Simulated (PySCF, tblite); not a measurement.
# C9H9N: vibronic structure

Aim: compute the vibronic structure of C9H9N (`C=C/C=C/C=C(/C#N)C=C`).

Programs: tblite 0.8.0 and PySCF 2.14.0, with routines of our own; each step states its level. All values are computed. Atoms count from 0.

### Step 1. The system as given

19 atoms, charge 0, multiplicity 1; geometry from: force field or distance geometry start.

### Step 2. Optimising the geometry with GFN2-xTB

The job: settings as JSON, then the geometry in Å.

```
{"job": {"kind": "relax", "xc": "GFN2-xTB", "basis": "xTB"}, "charge": 0, "multiplicity": 1}
C      1.546200    -3.909300     0.036900
C      1.208600    -2.689700    -0.369400
C      0.514100    -1.726800     0.456400
C      0.222700    -0.520900    -0.043100
C     -0.492400     0.390200     0.851900
C     -0.808400     1.592600     0.425200
C     -1.513000     2.457400     1.351200
N     -2.098700     3.145500     2.113100
C     -0.484000     2.117800    -0.891700
C     -0.884900     3.358900    -1.142500
H      1.300400    -4.299600     1.018300
H      2.061900    -4.549700    -0.649800
H      1.491800    -2.406900    -1.350000
H      0.233500    -2.034600     1.456100
H      0.527000    -0.295200    -1.030600
H     -0.765500     0.076400     1.858200
H      0.036500     1.568400    -1.653800
H     -1.412800     3.885100    -0.341100
H     -0.692700     3.849400    -2.102700
```

On the command line:

```console
> OMP_NUM_THREADS=1 python excited_run.py task.json out
```

This one command runs all jobs of the session in turn.

The program printed:

```text
step      E/eV     max force
  0    -724.40380    4.026
  1    -724.27952   11.350
  2    -724.59894    2.271
  3    -724.66900    1.248
  4    -724.71245    0.536
  5    -724.75637    0.778
  6    -724.79623    0.903
  7    -724.82053    0.481
  8    -724.83683    0.324
  9    -724.84996    0.479
 10    -724.86121    0.385
 11    -724.86924    0.267
 12    -724.87568    0.238
 13    -724.88182    0.311
 14    -724.88632    0.239
 15    -724.88867    0.129
 16    -724.88995    0.087
 17    -724.89092    0.130
 18    -724.89153    0.086
 19    -724.89182    0.040
 20    -724.89205    0.050
 21    -724.89230    0.068
 22    -724.89256    0.061
 23    -724.89279    0.036
 24    -724.89304    0.053
 25    -724.89333    0.065
 26    -724.89360    0.065
 27    -724.89377    0.035
 28    -724.89387    0.028
 29    -724.89396    0.033
 30    -724.89409    0.047
 31    -724.89425    0.044
 32    -724.89440    0.030
 33    -724.89454    0.029
 34    -724.89468    0.032
 35    -724.89488    0.044
 36    -724.89510    0.036
 37    -724.89529    0.029
 38    -724.89543    0.028
 39    -724.89555    0.029
 40    -724.89567    0.025
 41    -724.89577    0.023
 42    -724.89585    0.025
 43    -724.89593    0.025
 44    -724.89602    0.030
 45    -724.89614    0.031
 46    -724.89627    0.026
 47    -724.89639    0.023
 48    -724.89647    0.022
 49    -724.89654    0.016
 50    -724.89659    0.021
 51    -724.89666    0.020
 52    -724.89673    0.019
 53    -724.89681    0.022
 54    -724.89687    0.024
 55    -724.89692    0.022
 56    -724.89696    0.018
 57    -724.89700    0.015
 58    -724.89702    0.010
```

Run time: 0.41 s. Hardware: 1 thread of Arm Neoverse V1, shared host; peak memory 0.18 GiB.

The steps of the relaxation: (not every step is listed) (the energy doesn't fall at every step)

| step | energy from step 0 (eV) | largest force (eV/Å) |
| --- | --- | --- |
| 0 | 0.0000 | 4.0261 |
| 1 | 0.1243 | 11.3498 |
| 2 | -0.1951 | 2.2714 |
| 3 | -0.2652 | 1.2483 |
| 4 | -0.3086 | 0.5362 |
| 5 | -0.3526 | 0.7780 |
| 6 | -0.3924 | 0.9025 |
| 7 | -0.4167 | 0.4807 |
| 8 | -0.4330 | 0.3236 |
| 12 | -0.4719 | 0.2383 |
| 16 | -0.4861 | 0.0865 |
| 20 | -0.4882 | 0.0500 |
| 24 | -0.4892 | 0.0528 |
| 28 | -0.4901 | 0.0280 |
| 32 | -0.4906 | 0.0301 |
| 36 | -0.4913 | 0.0361 |
| 40 | -0.4919 | 0.0251 |
| 44 | -0.4922 | 0.0296 |
| 48 | -0.4927 | 0.0222 |
| 52 | -0.4929 | 0.0193 |
| 53 | -0.4930 | 0.0225 |
| 54 | -0.4931 | 0.0237 |
| 55 | -0.4931 | 0.0217 |
| 56 | -0.4932 | 0.0182 |
| 57 | -0.4932 | 0.0147 |
| 58 | -0.4932 | 0.0097 |

Distances of close pairs at the start and the end, largest changes first:

| bond | before (Å) | after (Å) | change (Å) |
| --- | --- | --- | --- |
| C4–C5 | 1.314 | 1.364 | +0.049 |
| C3–C4 | 1.464 | 1.422 | -0.041 |
| C5–C6 | 1.450 | 1.415 | -0.035 |
| C6–N7 | 1.182 | 1.148 | -0.034 |
| C1–H12 | 1.059 | 1.083 | +0.024 |
| C3–H14 | 1.058 | 1.081 | +0.024 |
| C9–H18 | 1.095 | 1.076 | -0.019 |
| C9–H17 | 1.094 | 1.078 | -0.017 |

The next job starts from the end point, and lists it.

### Step 3. Harmonic vibrations with GFN2-xTB

The job: settings as JSON, then the geometry in Å.

```
{"job": {"kind": "ir", "xc": "GFN2-xTB", "basis": "xTB"}, "charge": 0, "multiplicity": 1}
C      1.558213    -3.997965     0.077824
C      1.250185    -2.778587    -0.366094
C      0.549617    -1.804768     0.420229
C      0.235106    -0.567828    -0.022293
C     -0.460955     0.380016     0.778043
C     -0.819839     1.645076     0.416855
C     -1.510362     2.412017     1.384788
N     -2.069065     3.019974     2.181715
C     -0.560538     2.273429    -0.863694
C     -0.934064     3.514080    -1.168869
H      1.290921    -4.318653     1.071376
H      2.084548    -4.711752    -0.531481
H      1.530130    -2.480525    -1.368835
H      0.268115    -2.099529     1.423424
H      0.522078    -0.286375    -1.026197
H     -0.728126     0.053710     1.776930
H     -0.031532     1.676348    -1.592287
H     -1.462934     4.137091    -0.466460
H     -0.721302     3.943493    -2.132438
```

The program printed:

```text
mode    cm-1     km/mol
  1      53.2      0.32
  2      82.4      1.35
  3      93.3      0.14
  4     103.3      1.52
  5     148.7      3.88
  6     174.9      1.35
  7     212.6      2.83
  8     246.4      4.11
  9     315.8      0.77
 10     357.9      0.04
 11     400.4      1.77
 12     448.9      4.75
 13     504.3      9.85
 14     559.8      0.47
 15     610.4      1.05
 16     627.3      1.10
 17     699.4      0.00
 18     805.3      0.01
 19     822.9      0.63
 20     868.8      0.33
 21     884.7     26.55
 22     888.8      0.25
 23     951.3      1.94
 24     971.1      0.22
 25     995.8     17.35
 26    1004.3      7.77
 27    1027.4     36.83
 28    1158.8      1.75
 29    1194.3      3.24
 30    1205.8      1.05
 31    1245.5     13.15
 32    1274.0      0.66
 33    1296.7      1.10
 34    1313.9      0.99
 35    1345.5      0.53
 36    1403.3      2.26
 37    1410.5      0.87
 38    1547.5     64.22
 39    1594.7      3.93
 40    1644.6      0.23
 41    1647.0      4.75
 42    2362.1    282.75
 43    3045.4     10.97
 44    3049.9      0.82
 45    3058.8     26.84
 46    3073.5     28.26
 47    3083.0     57.77
 48    3103.4     17.01
 49    3107.5      7.13
 50    3136.5     35.97
 51    3138.5     36.98
```

Run time: 0.72 s. Hardware: 1 thread of Arm Neoverse V1, shared host; peak memory 0.18 GiB.

Which atoms move in the most intense modes:

| cm⁻¹ | km/mol | atoms |
| --- | --- | --- |
| 1027 | 36.8 | H12 39 %, H13 19 %, H10 18 %, H14 14 % |
| 1548 | 64.2 | C4 40 %, C5 31 %, C3 11 % |
| 2362 | 282.8 | C6 60 %, N7 39 % |
| 3059 | 26.8 | H13 43 %, H12 35 %, H14 12 % |
| 3074 | 28.3 | H14 52 %, H16 25 % |
| 3083 | 57.8 | H16 64 %, H14 23 % |
| 3136 | 36.0 | H11 69 %, H10 20 % |
| 3138 | 37.0 | H18 59 %, H17 29 % |

### Step 4. Vibronic structure: TDA B3LYP/6-31G*

The job, as its differences from that of step 3:

```diff
@@ -1,2 +1,2 @@
-{"job": {"kind": "ir", "xc": "GFN2-xTB", "basis": "xTB"}, "charge": 0, "multiplicity": 1}
+{"job": {"kind": "vib", "xc": "B3LYP", "basis": "6-31G*", "tda": true}, "charge": 0, "multiplicity": 1}
 C      1.558213    -3.997965     0.077824
```

Level: TDA B3LYP/6-31G* vertical-gradient vibronic structure (displaced harmonic oscillators, Condon), gas phase.

The program printed:

```text
final grid: 73992 points
cycle   1  E = -402.9498970799  dE =  1.439e+00  |g| = 5.590e-01  |ddm| = 4.604e+00
cycle   2  E = -402.7918168249  dE =  1.581e-01  |g| = 1.009e+00  |ddm| = 1.664e+00
cycle   3  E = -403.0167342906  dE = -2.249e-01  |g| = 2.646e-01  |ddm| = 1.187e+00
cycle   4  E = -403.0342361658  dE = -1.750e-02  |g| = 3.624e-02  |ddm| = 2.809e-01
cycle   5  E = -403.0344805171  dE = -2.444e-04  |g| = 1.955e-02  |ddm| = 5.903e-02
cycle   6  E = -403.0345735684  dE = -9.305e-05  |g| = 5.793e-03  |ddm| = 2.394e-02
cycle   7  E = -403.0345841295  dE = -1.056e-05  |g| = 9.959e-04  |ddm| = 8.207e-03
cycle   8  E = -403.0345843976  dE = -2.682e-07  |g| = 3.098e-04  |ddm| = 1.392e-03
cycle   9  E = -403.0345844200  dE = -2.234e-08  |g| = 1.148e-04  |ddm| = 3.785e-04
cycle  10  E = -403.0345844227  dE = -2.687e-09  |g| = 6.451e-05  |ddm| = 1.723e-04
cycle  11  E = -403.0345844238  dE = -1.134e-09  |g| = 1.350e-05  |ddm| = 7.238e-05
cycle  12  E = -403.0345844238  dE = -4.025e-11  |g| = 6.573e-06  |ddm| = 1.827e-05
converged SCF energy = -403.0345844238

Singlet excitations (eV, f): 4.384 (1.9870)  4.787 (0.0774)  5.534 (0.0283)  5.674 (0.0000)  6.151 (0.1812)  6.156 (0.0002)

State S1  4.3841 eV  f = 1.98697  H->L 0.93
  relaxed dipole 4.603 D, largest gradient of the excitation energy 0.0404 Eh/bohr
  mode    cm-1        S   lambda/meV  Raman
   38   1547.5    0.3455      66.3   1.000
    9    315.8    0.3691      14.5   0.044
   41   1647.0    0.0400       8.2   0.131
   39   1594.7    0.0271       5.4   0.083
   30   1205.8    0.0341       5.1   0.060
   42   2362.1    0.0144       4.2   0.097
   34   1313.9    0.0176       2.9   0.037
   40   1644.6    0.0120       2.4   0.039
   26   1004.3    0.0173       2.2   0.021
   31   1245.5    0.0134       2.1   0.025
   37   1410.5    0.0111       1.9   0.027
    5    148.7    0.0775       1.4   0.002
  reorganisation energy 0.1212 eV, total S 1.088, 0-0 4.2629 eV
  absorption maximum 4.267 eV, width 0.070 eV

State S2  4.7868 eV  f = 0.07739  H-1->L 0.60, H->L+1 0.38
  relaxed dipole 5.503 D, largest gradient of the excitation energy 0.0527 Eh/bohr
  mode    cm-1        S   lambda/meV  Raman
   38   1547.5    0.4799      92.1   1.000
   41   1647.0    0.2103      42.9   0.496
   40   1644.6    0.1277      26.0   0.301
   39   1594.7    0.0873      17.3   0.193
   37   1410.5    0.0624      10.9   0.108
   30   1205.8    0.0580       8.7   0.073
    9    315.8    0.1804       7.1   0.016
   33   1296.7    0.0409       6.6   0.060
   34   1313.9    0.0390       6.4   0.059
    2     82.4    0.5479       5.6   0.003
   14    559.8    0.0487       3.4   0.013
   11    400.4    0.0553       2.7   0.008
  reorganisation energy 0.2411 eV, total S 2.054, 0-0 4.5457 eV
  absorption maximum 4.750 eV, width 0.430 eV

State S5  6.1509 eV  f = 0.18122  H->L+2 0.37, H->L+1 0.27, H-1->L 0.13
  relaxed dipole 7.255 D, largest gradient of the excitation energy 0.0518 Eh/bohr
  mode    cm-1        S   lambda/meV  Raman
   38   1547.5    0.1942      37.3   0.656
   42   2362.1    0.1270      37.2   1.000
   39   1594.7    0.1638      32.4   0.588
   41   1647.0    0.1302      26.6   0.498
   19    822.9    0.1499      15.3   0.143
    9    315.8    0.3557      13.9   0.050
   34   1313.9    0.0777      12.7   0.189
   12    448.9    0.2263      12.6   0.064
   30   1205.8    0.0682      10.2   0.140
   35   1345.5    0.0523       8.7   0.134
   40   1644.6    0.0363       7.4   0.138
   15    610.4    0.0726       5.5   0.038
  reorganisation energy 0.2412 eV, total S 2.150, 0-0 5.9097 eV
  absorption maximum 5.922 eV, width 0.346 eV

State T1  1.9464 eV  f = 0.00000  H->L 0.96
  relaxed dipole 4.615 D, largest gradient of the excitation energy 0.0879 Eh/bohr
  mode    cm-1        S   lambda/meV  Raman
   38   1547.5    1.7307     332.1   1.000
   39   1594.7    0.1828      36.1   0.112
   29   1194.3    0.1759      26.0   0.061
   30   1205.8    0.1355      20.3   0.048
   28   1158.8    0.0972      14.0   0.032
   34   1313.9    0.0603       9.8   0.025
   37   1410.5    0.0413       7.2   0.020
   33   1296.7    0.0423       6.8   0.017
   35   1345.5    0.0298       5.0   0.013
    7    212.6    0.1830       4.8   0.002
    9    315.8    0.1176       4.6   0.003
   15    610.4    0.0556       4.2   0.005
  reorganisation energy 0.4861 eV, total S 3.014, 0-0 1.4604 eV
  absorption maximum 1.844 eV, width 0.598 eV
```

Wall time 53 s (1 thread of Arm Neoverse V1, shared host); peak memory 0.9 GiB.

The fields below are evaluated on a grid from the run's orbitals.

Frontier orbitals at B3LYP/6-31G*, with the share of their density that lies nearest to each atom:

| orbital | energy (eV) | lies on |
| --- | --- | --- |
| HOMO | -5.93 | C0, C2, C5 about 14 % each; C3, C9 about 11 % each; C4 9 % |
| LUMO | -2.34 | 4 C atoms about 14 % each; C3, C9 about 8 % each; N7 6 % |

ELF in a plane through or near 19 of the atoms.

Ten even steps from ' ' (0.00) to '@' (1.00):
```
                                                        
                                                        
            --++--..                                    
          ==%%@@##==..                                  
          **@@%%##++--  ::%%##    ....                  
          **%%--==##++  ##@@@@    ####                  
          --**##**..++  %%@@@@  ==@@@@::  %%@@++        
            ::**====%%==++##**  ++@@@@..::@@@@%%        
              ::++%%--##::::**::++%%##  --@@@@##        
        **@@@@..  ++--++**%%##::%%####--++==##--        
        %%@@@@##++++%%--  ====--##**%%  %%--%%@@**      
        ::##%%--%%----++  ##@@@@....**--**++@@@@@@::    
          --##++##==@@@@..%%@@@@..::@@@@--::@@@@@@..    
          %%@@@@--::@@@@::::@@%%  ++@@@@==  --%%--      
        ..@@@@@@::  %%@@..  ....  --@@@@::              
          %%@@@@..  ..==            ====                
            ::::                                        
                                                        
                                                        
                                                        
```
The map spans 15.4 Å across and 10.2 Å up, centred on the molecule. Atoms in the plane (x, y in Å): C0 (4.3, -0.1), C1 (3.0, -0.5), C2 (1.9, 0.4), C3 (0.6, -0.1), C4 (-0.5, 0.9), C5 (-1.8, 0.5), C6 (-2.7, 1.6), N7 (-3.5, 2.5), C8 (-2.4, -0.8), C9 (-3.7, -1.1), H10 (4.5, 0.9), H11 (5.1, -0.8), H12 (2.8, -1.6), H13 (2.1, 1.4), H14 (0.4, -1.1), H15 (-0.2, 1.9), H16 (-1.6, -1.6), H17 (-4.4, -0.3), H18 (-4.0, -2.1).

On the surface of density 0.002 e/bohr³ the electrostatic potential runs, from the 1st to the 99th percentile, from -1.84 V near N7 to 1.22 V near H14.

### Step 5. Vibronic structure: TDA revPBE/6-31G*

The job, as its differences from that of step 4:

```diff
@@ -1,2 +1,2 @@
-{"job": {"kind": "vib", "xc": "B3LYP", "basis": "6-31G*", "tda": true}, "charge": 0, "multiplicity": 1}
+{"job": {"kind": "vib", "xc": "revPBE", "basis": "6-31G*", "tda": true, "fwhm_ev": 0.02}, "charge": 0, "multiplicity": 1}
 C      1.558213    -3.997965     0.077824
```

Method: TDA revPBE/6-31G* vertical-gradient vibronic structure (displaced harmonic oscillators, Condon), gas phase.

The program printed:

```text
final grid: 73992 points
cycle   1  E = -402.8133491557  dE =  1.190e+00  |g| = 6.240e-01  |ddm| = 4.639e+00
cycle   2  E = -402.5794392129  dE =  2.339e-01  |g| = 1.168e+00  |ddm| = 1.986e+00
cycle   3  E = -402.8530056575  dE = -2.736e-01  |g| = 5.206e-01  |ddm| = 1.509e+00
cycle   4  E = -402.9211787609  dE = -6.817e-02  |g| = 5.201e-02  |ddm| = 5.081e-01
cycle   5  E = -402.9214007384  dE = -2.220e-04  |g| = 4.289e-02  |ddm| = 1.018e-01
cycle   6  E = -402.9218434646  dE = -4.427e-04  |g| = 1.777e-02  |ddm| = 6.054e-02
cycle   7  E = -402.9219509633  dE = -1.075e-04  |g| = 4.292e-03  |ddm| = 2.812e-02
cycle   8  E = -402.9219556448  dE = -4.681e-06  |g| = 2.446e-03  |ddm| = 7.659e-03
cycle   9  E = -402.9219575079  dE = -1.863e-06  |g| = 6.323e-04  |ddm| = 3.370e-03
cycle  10  E = -402.9219576208  dE = -1.129e-07  |g| = 1.854e-04  |ddm| = 7.887e-04
cycle  11  E = -402.9219576285  dE = -7.654e-09  |g| = 8.464e-05  |ddm| = 2.490e-04
cycle  12  E = -402.9219576302  dE = -1.680e-09  |g| = 4.145e-05  |ddm| = 1.087e-04
cycle  13  E = -402.9219576305  dE = -3.131e-10  |g| = 2.170e-05  |ddm| = 4.808e-05
converged SCF energy = -402.9219576305

Singlet excitations (eV, f): 4.139 (0.2950)  4.325 (1.6575)  4.827 (0.0488)  4.973 (0.0000)  5.194 (0.0014)  5.564 (0.1705)

State S1  4.1390 eV  f = 0.29497  H-1->L 0.49, H->L+1 0.30, H->L 0.18
  relaxed dipole 3.892 D, largest gradient of the excitation energy 0.0497 Eh/bohr
  mode    cm-1        S   lambda/meV  Raman
   38   1547.5    0.3005      57.7   1.000
   41   1647.0    0.1857      37.9   0.700
    9    315.8    0.5870      23.0   0.081
   40   1644.6    0.0869      17.7   0.326
   39   1594.7    0.0785      15.5   0.278
    7    212.6    0.5469      14.4   0.034
   30   1205.8    0.0675      10.1   0.136
   26   1004.3    0.0339       4.2   0.048
   34   1313.9    0.0229       3.7   0.055
   31   1245.5    0.0238       3.7   0.051
   35   1345.5    0.0220       3.7   0.055
   37   1410.5    0.0192       3.4   0.053
  reorganisation energy 0.2087 eV, total S 2.344, 0-0 3.9303 eV
  absorption maximum 3.966 eV, width 0.296 eV

State S2  4.3253 eV  f = 1.65747  H->L 0.71, H->L+1 0.11, H-1->L 0.09
  relaxed dipole 7.118 D, largest gradient of the excitation energy 0.0260 Eh/bohr
  mode    cm-1        S   lambda/meV  Raman
    2     82.4    1.8961      19.4   0.095
   11    400.4    0.2102      10.4   0.247
   41   1647.0    0.0502      10.3   1.000
   29   1194.3    0.0585       8.7   0.612
    7    212.6    0.3032       8.0   0.101
   40   1644.6    0.0388       7.9   0.771
   14    559.8    0.0838       5.8   0.193
    5    148.7    0.2609       4.8   0.042
   38   1547.5    0.0194       3.7   0.341
   37   1410.5    0.0166       2.9   0.243
    9    315.8    0.0707       2.8   0.052
   33   1296.7    0.0147       2.4   0.181
  reorganisation energy 0.0984 eV, total S 3.097, 0-0 4.2269 eV
  absorption maximum 4.267 eV, width 0.126 eV

State S6  5.5639 eV  f = 0.17053  H->L+2 0.41, H->L+1 0.15, H-1->L+1 0.13
  relaxed dipole 6.673 D, largest gradient of the excitation energy 0.0483 Eh/bohr
  mode    cm-1        S   lambda/meV  Raman
   39   1594.7    0.1406      27.8   0.726
   42   2362.1    0.0883      25.9   1.000
   41   1647.0    0.1258      25.7   0.693
   40   1644.6    0.1023      20.9   0.562
   12    448.9    0.2523      14.0   0.103
   19    822.9    0.1203      12.3   0.165
   38   1547.5    0.0547      10.5   0.266
   34   1313.9    0.0475       7.7   0.166
   35   1345.5    0.0446       7.4   0.164
   15    610.4    0.0801       6.1   0.061
   30   1205.8    0.0385       5.8   0.114
    9    315.8    0.1414       5.5   0.029
  reorganisation energy 0.1880 eV, total S 1.663, 0-0 5.3759 eV
  absorption maximum 5.378 eV, width 0.220 eV

State T1  1.9066 eV  f = 0.00000  H->L 0.98
  relaxed dipole 4.515 D, largest gradient of the excitation energy 0.0742 Eh/bohr
  mode    cm-1        S   lambda/meV  Raman
   38   1547.5    1.2632     242.4   1.000
   39   1594.7    0.1310      25.9   0.110
   29   1194.3    0.1269      18.8   0.060
   30   1205.8    0.1047      15.7   0.050
   28   1158.8    0.0745      10.7   0.033
   34   1313.9    0.0445       7.2   0.025
   37   1410.5    0.0350       6.1   0.023
   33   1296.7    0.0344       5.5   0.019
    9    315.8    0.1235       4.8   0.004
    7    212.6    0.1374       3.6   0.002
   15    610.4    0.0458       3.5   0.006
   35   1345.5    0.0206       3.4   0.012
  reorganisation energy 0.3620 eV, total S 2.278, 0-0 1.5446 eV
  absorption maximum 1.737 eV, width 0.400 eV
```

Wall time 44 s (1 thread of Arm Neoverse V1, shared host); peak memory 0.83 GiB.

### Step 6. Outcome

| quantity | value |
| --- | --- |
| strongest single infrared mode (GFN2-xTB) | 2362 cm⁻¹, 283 km/mol |
| zero-point energy (GFN2-xTB) | 91.9 kcal/mol |
| S1: vertical, reorganisation, 0-0, total S (step 4, TDA B3LYP/6-31G*, modes from GFN2-xTB) | 4.38, 0.12, 4.26 eV; 1.1 |
| S2: vertical, reorganisation, 0-0, total S (step 4, TDA B3LYP/6-31G*, modes from GFN2-xTB) | 4.79, 0.24, 4.55 eV; 2.1 |
| S5: vertical, reorganisation, 0-0, total S (step 4, TDA B3LYP/6-31G*, modes from GFN2-xTB) | 6.15, 0.24, 5.91 eV; 2.1 |
| surface potential, 1st and 99th percentile | -1.84 V and 1.22 V |
| S1: vertical, reorganisation, 0-0, total S (step 5, TDA revPBE/6-31G*, modes from GFN2-xTB) | 4.14, 0.21, 3.93 eV; 2.3 |
| S2: vertical, reorganisation, 0-0, total S (step 5, TDA revPBE/6-31G*, modes from GFN2-xTB) | 4.33, 0.10, 4.23 eV; 3.1 |
| S6: vertical, reorganisation, 0-0, total S (step 5, TDA revPBE/6-31G*, modes from GFN2-xTB) | 5.56, 0.19, 5.38 eV; 1.7 |

What this shows: No mode is imaginary among the 51: a minimum at this level. The strongest single mode, at 2362 cm⁻¹, moves mainly C6 and N7. GFN2-xTB is a fitted tight-binding method: band positions and strengths are rough. Its intensities can rank the bands wrongly. Some states lie very close; unless symmetry makes them partners, their order is unsure. The vibronic model keeps the ground-state modes (from xTB) and shifts them along the gradient alone, so it can miss much of the relaxation that a full optimisation finds. At B3LYP/6-31G*, counted by nearest atom on the grid, the HOMO lies on C0, C2, C5 about 14 % each; C3, C9 about 11 % each, the LUMO on 4 C atoms about 14 % each; C3, C9 about 8 % each.
